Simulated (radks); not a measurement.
**S⁺ inside a hard spherical wall**

Aim: energy, levels and pressure of S⁺ as a wall, at which all orbitals vanish, closes in. The configuration stays [Ne] 3s2 3p3.

Method: scalar-relativistic Kohn-Sham, r2SCAN, spin-unpolarised, spherical densities, finite nucleus. Code: radks (a radial shooting solver on a logarithmic mesh, Libxc functionals) version 1.

## (1) Starting point

- element: sulfur (Z = 16)
- charge: +1
- electrons: 15
- configuration: [Ne] 3s2 3p3
- nuclear rms radius: 3.2611 fm

The outer shells:

S⁺
```
[Ne] core
3s [↑↓]
3p [↑ ][↑ ][↑ ]
```

## (2) The free atom

Settings of this run:

```text
Z 16
configuration [Ne] 3s2 3p3 4s0 3d0 4p0
relativity scalar-relativistic
functional r2scan,r2scan
spin unpolarised
nucleus finite rms 3.2611 fm
c 137.035999084
```

## (3) Wall at 12 bohr

Settings, as their differences from step 2:

```diff
@@ -6,2 +6,3 @@
 nucleus finite rms 3.2611 fm
+wall 12 bohr
 c 137.035999084
```

## (4) Wall at 10 bohr

Settings, as their differences from step 3:

```diff
@@ -6,3 +6,3 @@
 nucleus finite rms 3.2611 fm
-wall 12 bohr
+wall 10 bohr
 c 137.035999084
```

## (5) Wall at 8 bohr

Settings, as their differences from step 4:

```diff
@@ -6,3 +6,3 @@
 nucleus finite rms 3.2611 fm
-wall 10 bohr
+wall 8 bohr
 c 137.035999084
```

## (6) Wall at 4 bohr

Settings, as their differences from step 5:

```diff
@@ -6,3 +6,3 @@
 nucleus finite rms 3.2611 fm
-wall 8 bohr
+wall 4 bohr
 c 137.035999084
```

## (7) Wall at 3.5 bohr

Settings, as their differences from step 6:

```diff
@@ -6,3 +6,3 @@
 nucleus finite rms 3.2611 fm
-wall 4 bohr
+wall 3.5 bohr
 c 137.035999084
```

## (8) Wall at 3 bohr

Settings, as their differences from step 7:

```diff
@@ -6,3 +6,3 @@
 nucleus finite rms 3.2611 fm
-wall 3.5 bohr
+wall 3 bohr
 c 137.035999084
```

## (9) Wall at 2 bohr

Settings, as their differences from step 8:

```diff
@@ -6,3 +6,3 @@
 nucleus finite rms 3.2611 fm
-wall 3 bohr
+wall 2 bohr
 c 137.035999084
```

## (10) Wall at 1.5 bohr

Settings, as their differences from step 9:

```diff
@@ -6,3 +6,3 @@
 nucleus finite rms 3.2611 fm
-wall 2 bohr
+wall 1.5 bohr
 c 137.035999084
```

What does the calculation give? Wanted: for each run, R; E − E(free); ε(3p); ε(4s, empty); ε(3d, empty); ε(4p, empty); pressure.

As calculated:

```
R (bohr)  E − E(free) (eV)  ε(3p) (eV)  ε(4s, empty) (eV)  ε(3d, empty) (eV)  ε(4p, empty) (eV)  pressure (GPa)
    free             0.000     -16.954                  -                  -                  -               0
      12             0.000     -16.954             -4.275             -3.108                  -        < 0.0001
      10             0.000     -16.954             -4.153             -3.063             -2.164        < 0.0001
       8             0.001     -16.952             -3.627             -2.905             -1.046         0.00268
       4             2.664     -14.855             13.404              1.839             21.135            27.9
     3.5             7.028     -12.494             25.283              5.314             34.262            96.7
       3            18.682      -7.481             47.362             11.770             57.520             354
       2            144.77      30.694             185.71             50.217             193.18            6827
     1.5            463.87      108.96             426.74             112.14             415.21           44850
```

What this shows: At the tightest wall, 1.5 bohr, the energy stands 463.87 eV above the free atom and the pressure, −dE/dV, is 44850 GPa. Of the levels in the table that exist at both ends, 3p rises most from the free atom (125.91 eV). From R = 2 bohr inwards the highest occupied level lies above zero, pushed up by confinement. Shells are not refilled when levels cross, and a hard wall is a model, not a crystal.
